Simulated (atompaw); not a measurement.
# Ta: generating and testing a PAW (atompaw) potential

Aim: build the potential from the settings below, then test how well it stands in for the atom: scattering, ghost states and the plane-wave cutoff that it needs.

Program: atompaw 4.2.0.5. Reference atom: PBE, scalar-relativistic, spherical and spin-unpolarised. All values are calculated.

## (1) The design

The settings as typed:

| Quantity | Value |
| --- | --- |
| element | tantalum (Ta, Z = 73) |
| type | PAW |
| frozen core | [Kr] 4d10 |
| valence charge | 27 |
| reference configuration | 4f14 5s2 5p6 5d3 6s2 6p0 |
| partial waves | 5s (bound): rc 1.40 bohr; 6s (bound): rc 2.30 bohr; 5p (bound): rc 2.20 bohr; 6p (bound, empty): rc 2.30 bohr; 5d (bound): rc 2.30 bohr; 5d channel at 2.15 Ry: rc 2.30 bohr; 4f (bound): rc 1.30 bohr; 4f channel at -1.15 Ry: rc 1.30 bohr |
| local potential | troulliermartins scheme with l = 4 at 1 Ry, radius 1.50 bohr |
| core correction | smooth core density matched at 2.10 bohr |
| augmentation charge | sinc compensation charge, radius 1.90 bohr; PAW radius 2.30 bohr; waves and projectors: custom polynom vanderbiltortho |

The outer shells as boxes (Hund's rule for the drawing; the calculation is spin-unpolarised):

```
[Kr] core
4d [↑↓][↑↓][↑↓][↑↓][↑↓]
4f [↑↓][↑↓][↑↓][↑↓][↑↓][↑↓][↑↓]
5s [↑↓]
5p [↑↓][↑↓][↑↓]
5d [↑ ][↑ ][↑ ][  ][  ]
6s [↑↓]
6p [  ][  ][  ]
```

The nodes and maxima of the atom's own shells, from an earlier all-electron run, set the scale for the radii.

All-electron outer shells of the reference configuration (PBE, scalar-relativistic, ld1.x):

```
shell  level (eV)  outermost node (bohr)  outermost maximum (bohr)
   4p     -400.93                   0.24                      0.45
   4d     -222.19                   0.22                      0.46
   5s      -73.00                   0.54                      0.98
   5p      -39.40                   0.58                      1.13
   4f      -24.70                      –                      0.44
   6s       -5.44                   1.32                      2.78
   5d       -3.59                   0.65                      1.58
   6p       -1.39                   1.60                      3.89
```

## (2) Generation

Ta.input reads:

```
Ta 73
GGA-PBE scalarrelativistic loggrid 2001 logderivrange -7 5 301
6 6 5 4 0 0
6 1 0
5 2 3
0 0 0
c
c
c
c
v
v
c
c
c
v
v
c
c
v
v
3
2.30 1.90 1.50 2.10
n
n
y
2.15
n
y
-1.15
n
custom polynom vanderbiltortho sinc
4 1 troulliermartins
1.40
2.30
2.20
2.30
2.30
2.30
1.30
1.30
PWSCFOUT
UPFDX 0.0125d0 UPFXMIN -7.d0 UPFZMESH 73.d0
END
```

The run is started by

```
$ atompaw < Ta.input > Ta.log
```

Q: Predict the outcome of this session. Wanted: cutoffs for 10 and 1 mRy, occupied levels; bound ghosts; largest phase difference near zero energy, channels read; lowest eigenvalue of the overlap; share of valence orbitals outside the PAW sphere; UPF file.

As calculated:

| quantity | value |
| --- | --- |
| cutoffs for 10 and 1 mRy, occupied levels | 120 Ry and 200 Ry |
| bound ghosts | none found |
| largest phase difference near zero energy, channels read | 0.123 rad |
| lowest eigenvalue of the overlap (Bessel basis) | 0.568 (s) |
| share of valence orbitals outside the PAW sphere | 5s 1 %, 6s 81 %, 5p 3 %, 6p 96 %, 5d 39 %, 4f 0 % |
| UPF file | written |

The potential is hard: the looser tolerance needs 120 Ry. The slowest occupied level is 4f: taken alone it needs 120 Ry to come within 1 mRy, against 35 Ry for 5s. It is free of bound ghosts as far as tested. Near zero energy the largest phase difference among the channels read is 0.12 rad, in the s channel (at the energies tabulated). The pseudo curves have a pole with no partner nearby in the atom's: s at 1.33 Ry. At positive energy that is a spurious or a displaced resonance.
